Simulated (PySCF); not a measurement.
# Tl⁺: excitation energy in def2-TZVPPD with ECP60

Aim: the excitation energy of thallium from differences of total energies, at each level of theory, and how far each lands from the tabulated value where there is one.

Method: unrestricted determinants in a Gaussian basis, no spin-orbit coupling in the energies. Code: PySCF 2.14.0.

## Step 1: The atom as given

| Property | Result |
| --- | --- |
| Element | thallium (Z = 81) |
| Basis | def2-TZVPPD with the def2 core potential (60 electrons) (7s5p4d2f, 56 functions) |
| Hamiltonian | a scalar-relativistic core potential |
| State 1 | Tl⁺: [Xe] 4f14 5d9 6s2 7s1, high-spin 3D determinant (an excited configuration) |
| Needed too, but not shown | Tl⁺ [Xe] 4f14 5d10 6s2 (1S) |
| Methods | CCSD(T) |
| Core shells frozen in the correlated runs | valence and next inner shell: nothing (for Tl⁺) |

Outer shells as boxes (Hund's rule):

Tl+ [Xe] 4f14 5d9 6s2 7s1
```
[Xe] core
4f [↑↓][↑↓][↑↓][↑↓][↑↓][↑↓][↑↓]
5d [↑↓][↑↓][↑↓][↑↓][↑ ]
6s [↑↓]
7s [↑ ]
```

One driver process ran all states and methods and kept the integrals in memory. Each run is shown as a PySCF script that sums up its settings (the driver passes frozen orbitals as a list and adds second-order terms of double hybrids); the logs are those of the runs themselves. The driver starts from symmetry-adapted Hartree-Fock orbitals, holds the occupation by maximum overlap and uses a logarithmic radial grid for functionals, so a plain start would take other cycles.

The integrals over 56 functions and the set-up took 0.38 s of CPU time.

## Step 2: Tl⁺ [Xe] 4f14 5d9 6s2 7s1: CCSD(T) (valence and next inner shell)

**CCSD(T) (valence and next inner shell)**

Input file input.py:

```python
from pyscf import gto, scf, dft, mp, cc
import basis_set_exchange as bse
txt = bse.get_basis("def2-TZVPPD", elements=["Tl"], fmt="nwchem", header=False)
cut = txt.index("\nECP")
mol = gto.M(atom="Tl 0 0 0", charge=1, spin=2, symmetry="D2h",
            basis=gto.basis.parse(txt[:cut]),
            ecp={"Tl": gto.basis.parse_ecp(txt[cut:])})
mf = scf.UHF(mol)
mf.irrep_nelec = {'Ag': (5, 3), 'B1g': (1, 1), 'B2g': (1, 1), 'B3g': (1, 1), 'B1u': (1, 1), 'B2u': (1, 1), 'B3u': (1, 1)}
mf.kernel()
mycc = cc.CCSD(mf, frozen=0).run()
mycc.ccsd_t()
```

**Question.** What will these runs give?

**Answer**, as computed:

| quantity | value |
| --- | --- |
| excitation energy, Tl⁺ → [Xe] 4f14 5d9 6s2 7s1 | UHF 20.907, CCSD(T) (valence and next inner shell) 21.742 eV |

Accuracy by level (over 1 difference):

```csv
method,mean absolute miss against CCSD(T) (valence and next inner shell) (eV)
UHF,0.835
MP2 (valence and next inner shell),0.188
SCS-MP2 (valence and next inner shell),0.061
CCSD (valence and next inner shell),0.038
CCSD(T) (valence and next inner shell),0.000
```

What this shows: The methods span 1.023 eV, from UHF (20.907) to MP2 (valence and next inner shell) (21.930). No reference value is at hand in this session. All values hold for this basis alone; no basis-set limit was taken.
